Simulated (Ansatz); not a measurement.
The system is Hf2Pd2Se2Br2O3.

```
Hf Pd Se Br O
1.0
    -1.89227    2.67212   12.28423
     1.89227   -2.67212   12.28423
     1.89227    2.67212  -12.28423
Hf Pd Se Br O
2 2 2 2 3
Cartesian
  0.0000 0.0000 22.6263
  0.0000 0.0000 1.9421
  0.0000 0.0000 16.7881
  0.0000 0.0000 7.7803
  0.0000 2.6721 2.8934
  1.8923 0.0000 9.3908
  0.0000 0.0000 19.3256
  0.0000 0.0000 5.2429
  0.0000 2.6721 9.8571
  1.8923 0.0000 2.4271
  0.0000 0.0000 0.0000
```

The cell was built by a generator and needn't be a form met in nature.

Base run:

| Property | Result |
| --- | --- |
| Program | Ansatz 0.2.0 |
| Functional | PBE |
| Potentials or basis | all-electron LAPW, scalar-relativistic |
| Cutoff | 462 eV |
| Density cutoff | 1850 eV |
| Basis error allowed | 0.002 eV/atom |
| k mesh | 6 × 6 × 6 |
| Occupations | fermi-dirac, width 0.05 eV |
| Spin | no spin polarisation |
| Hubbard terms | Hf d U = 6 eV, Pd d U = 6 eV |

Its results: band gap on the k mesh none (metal or under the smearing width); pressure 2.7 GPa; largest force 0.282 eV/Å.

**Question.** The run is repeated on the same cell with these changes: hubbard terms from Hf d U = 6 eV, Pd d U = 6 eV to none. What comes out?

**Answer.** Band gap on the k mesh none (metal or under the smearing width); pressure 0.0 GPa; largest force 0.012 eV/Å.

Caveats: the k mesh is thin for a metal, which can move the energy by tens of meV per atom; U is the effective U less J, on atomic orbitals that reach past the spheres (some runs); U without spin polarisation on a metal has little footing (some runs).

Not every run made on this cell is shown here.
